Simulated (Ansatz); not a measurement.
## Nudged elastic band run: Rb

Input:

```yaml
crystal:
  lattice:
    - [11.18, 0.0, 0.0]
    - [0.0, 11.18, 0.0]
    - [0.0, 0.0, 11.18]
  atoms:
    - { symbol: Rb, position: [-0.00093935, -0.00507369, -0.00020525] }
    - { symbol: Rb, position: [0.50227459, 0.01887483, -0.01872915] }
    - { symbol: Rb, position: [-0.00112895, 0.44390525, -0.050167] }
    - { symbol: Rb, position: [-0.00099593, -0.00319675, 0.49984179] }
    - { symbol: Rb, position: [0.24962121, 0.25371121, 0.24901507] }
    - { symbol: Rb, position: [0.49727333, 0.50566083, 0.00398899] }
    - { symbol: Rb, position: [0.50231693, 0.02181103, 0.5172841] }
    - { symbol: Rb, position: [0.74983942, 0.25547855, 0.24898196] }
    - { symbol: Rb, position: [-0.00125765, 0.43531102, 0.55431999] }
    - { symbol: Rb, position: [0.30454067, 0.81508662, 0.24907806] }
    - { symbol: Rb, position: [0.26704448, 0.22889276, 0.75235097] }
    - { symbol: Rb, position: [0.49734015, 0.5039385, 0.49487301] }
    - { symbol: Rb, position: [0.69981366, 0.8064367, 0.24906152] }
    - { symbol: Rb, position: [0.73134793, 0.23155733, 0.75247768] }
    - { symbol: Rb, position: [0.24475889, 0.74613781, 0.74730399] }
    - { symbol: Rb, position: [0.75392648, 0.7445487, 0.74733741] }
    - { symbol: Rb, position: [0.00641853, 0.62557911, 0.25626446] }
basis:
  ecutwfc: 420.0
kpoints:
  mp_grid: { grid: [2, 2, 2] }
hamiltonian:
  xc: pbesol
scf:
  occupations: { method: gaussian, width: 0.05 }
  lower_state_search: "off"
  max_iter: 83
neb:
  images: 3
  f_tol: 0.05
  max_iterations: 50
  order_check: false
  spring: 50.0
  optimiser: fire
  final_atoms:
    - { symbol: Rb, position: [0.0126274, -0.0085504, 0.01326614] }
    - { symbol: Rb, position: [0.51166226, 0.00715472, -0.02652574] }
    - { symbol: Rb, position: [-0.07365223, 0.49737797, -0.04861754] }
    - { symbol: Rb, position: [0.01428295, -0.00867043, 0.48773696] }
    - { symbol: Rb, position: [0.30774059, 0.20780649, 0.25065675] }
    - { symbol: Rb, position: [0.50068357, 0.49648241, -0.00670155] }
    - { symbol: Rb, position: [0.50872583, 0.00704818, 0.52795501] }
    - { symbol: Rb, position: [0.7531264, 0.24196874, 0.25110429] }
    - { symbol: Rb, position: [-0.06646271, 0.49758311, 0.54596032] }
    - { symbol: Rb, position: [0.33356114, 0.80328433, 0.25058943] }
    - { symbol: Rb, position: [0.23380194, 0.2611319, 0.75235544] }
    - { symbol: Rb, position: [0.4991732, 0.49658161, 0.5072324] }
    - { symbol: Rb, position: [0.74828865, 0.75590786, 0.25103895] }
    - { symbol: Rb, position: [0.74570669, 0.22054865, 0.74790307] }
    - { symbol: Rb, position: [0.23948992, 0.73512092, 0.75242432] }
    - { symbol: Rb, position: [0.7355313, 0.77410644, 0.74812131] }
    - { symbol: Rb, position: [0.12556053, 0.51843194, 0.24505748] }
```

Command:

```bash
$ ansatz run input.yaml --threads 4 --pin off --max-ram 10240MiB --backend cpu --events-out ev --progress --plain --runs-dir out
```

Output, in part (warnings, iteration lines):

```
NEB end point (image 0): max|allowed force component| = 1.387e-2 eV/Å (the criterion of neb.relax_end_points is 1.000e-2)
NEB end point (image 4): max|allowed force component| = 1.984e-2 eV/Å (the criterion of neb.relax_end_points is 1.000e-2)
NEB iter   1: max|band force component| = 1.277e-1 eV/Å  barrier→ = 0.0387 eV  barrier← = 0.0445 eV  CI = image 2  Δτ_max = 0.0020 Å  (40 SCF iters)
NEB iter   2: max|band force component| = 1.247e-1 eV/Å  barrier→ = 0.0378 eV  barrier← = 0.0436 eV  CI = image 2  Δτ_max = 0.0040 Å  (9 SCF iters)
NEB iter   3: max|band force component| = 1.189e-1 eV/Å  barrier→ = 0.0361 eV  barrier← = 0.0418 eV  CI = image 2  Δτ_max = 0.0059 Å  (10 SCF iters)
NEB iter   4: max|band force component| = 1.104e-1 eV/Å  barrier→ = 0.0336 eV  barrier← = 0.0394 eV  CI = image 2  Δτ_max = 0.0076 Å  (12 SCF iters)
NEB iter   5: max|band force component| = 9.942e-2 eV/Å  barrier→ = 0.0306 eV  barrier← = 0.0363 eV  CI = image 2  Δτ_max = 0.0091 Å  (13 SCF iters)
NEB iter   6: max|band force component| = 8.621e-2 eV/Å  barrier→ = 0.0272 eV  barrier← = 0.0329 eV  CI = image 2  Δτ_max = 0.0105 Å  (13 SCF iters)
NEB iter   7: max|band force component| = 7.116e-2 eV/Å  barrier→ = 0.0236 eV  barrier← = 0.0294 eV  CI = image 2  Δτ_max = 0.0128 Å  (15 SCF iters)
NEB iter   8: max|band force component| = 5.970e-2 eV/Å  barrier→ = 0.0197 eV  barrier← = 0.0254 eV  CI = image 2  Δτ_max = 0.0151 Å  (15 SCF iters)
NEB iter   9: max|band force component| = 5.089e-2 eV/Å  barrier→ = 0.0156 eV  barrier← = 0.0214 eV  CI = image 2  Δτ_max = 0.0172 Å  (15 SCF iters)
NEB iter  10: max|band force component| = 4.610e-2 eV/Å  barrier→ = 0.0117 eV  barrier← = 0.0174 eV  CI = image 2  Δτ_max = 0.1525 Å  (15 SCF iters)
NEB iter  11: max|band force component| = 3.061e0 eV/Å  barrier→ = 0.0067 eV  barrier← = 0.0125 eV  CI = image 1  Δτ_max = 0.1772 Å  (7 SCF iters)
NEB iter  12: max|band force component| = 3.585e-2 eV/Å  barrier→ = -0.0045 eV  barrier← = 0.0012 eV  CI = image 1  Δτ_max = 0.1311 Å  (20 SCF iters)
NEB iter  13: max|band force component| = 4.304e0 eV/Å  barrier→ = -0.0067 eV  barrier← = -0.0010 eV  CI = image 1  Δτ_max = 0.1668 Å  (7 SCF iters)
NEB iter  14: max|band force component| = 1.979e-2 eV/Å  barrier→ = -0.0062 eV  barrier← = -0.0005 eV  CI = image 1  Δτ_max = 0.1427 Å  (19 SCF iters)
NEB iter  15: max|band force component| = 5.954e0 eV/Å  barrier→ = -0.0048 eV  barrier← = 0.0010 eV  CI = image 1  Δτ_max = 0.1222 Å  (6 SCF iters)
NEB iter  16: max|band force component| = 1.684e-2 eV/Å  barrier→ = -0.0035 eV  barrier← = 0.0023 eV  CI = image 1  Δτ_max = 0.1121 Å  (18 SCF iters)
NEB iter  17: max|band force component| = 5.821e0 eV/Å  barrier→ = -0.0045 eV  barrier← = 0.0013 eV  CI = image 1  Δτ_max = 0.1544 Å  (6 SCF iters)
NEB iter  18: max|band force component| = 1.609e-2 eV/Å  barrier→ = -0.0043 eV  barrier← = 0.0014 eV  CI = image 1  Δτ_max = 0.1330 Å  (19 SCF iters)
NEB iter  19: max|band force component| = 6.488e0 eV/Å  barrier→ = -0.0045 eV  barrier← = 0.0012 eV  CI = image 1  Δτ_max = 0.1936 Å  (6 SCF iters)
NEB iter  20: max|band force component| = 1.844e-2 eV/Å  barrier→ = -0.0057 eV  barrier← = 0.0000 eV  CI = image 1  Δτ_max = 0.1815 Å  (20 SCF iters)
NEB iter  21: max|band force component| = 7.844e0 eV/Å  barrier→ = -0.0066 eV  barrier← = -0.0009 eV  CI = image 1  Δτ_max = 0.1986 Å  (7 SCF iters)
NEB iter  22: max|band force component| = 3.941e-2 eV/Å  barrier→ = -0.0076 eV  barrier← = -0.0018 eV  CI = image 1  Δτ_max = 0.1997 Å  (21 SCF iters)
NEB iter  23: max|band force component| = 8.142e0 eV/Å  barrier→ = -0.0070 eV  barrier← = -0.0013 eV  CI = image 1  Δτ_max = 0.2000 Å  (7 SCF iters)
NEB iter  24: max|band force component| = 7.517e-2 eV/Å  barrier→ = -0.0079 eV  barrier← = -0.0022 eV  CI = image 1  Δτ_max = 0.2000 Å  (20 SCF iters)
NEB iter  25: max|band force component| = 6.342e-2 eV/Å  barrier→ = -0.0072 eV  barrier← = -0.0014 eV  CI = image 1  Δτ_max = 0.2000 Å  (21 SCF iters)
NEB iter  26: max|band force component| = 4.698e-2 eV/Å  barrier→ = -0.0066 eV  barrier← = -0.0008 eV  CI = image 1  Δτ_max = 0.0000 Å  (22 SCF iters)
```

The forces met the threshold. The band force fell under the threshold earlier too, but the program's further tests of the path sent the band on. The highest image is an end point: on this band no image between the ends rises above it. Inner images lie up to 0.090 eV below the lower end, so the ends aren't the lowest states on this path. Limits of this set-up: coarse k mesh.

Final band (atoms are numbered from 1 in the order of the input):

```csv
image,path coordinate (Å),energy (eV),Rb1–Rb17 (Å),Rb3–Rb5 (Å),Rb4–Rb17 (Å)
0,0.00,0.000,5.03,4.85,4.96
1,0.32,-0.007,5.10,4.91,4.97
2,3.56,-0.065,5.05,5.07,5.13
3,6.80,-0.096,4.77,5.70,5.34
4,10.03,-0.006,6.02,6.31,6.07
```

The run took 7.5 min on 4 threads of Intel(R) Xeon(R) 6975P-C (Granite Rapids) (shared host), peak memory 4.9 GiB.
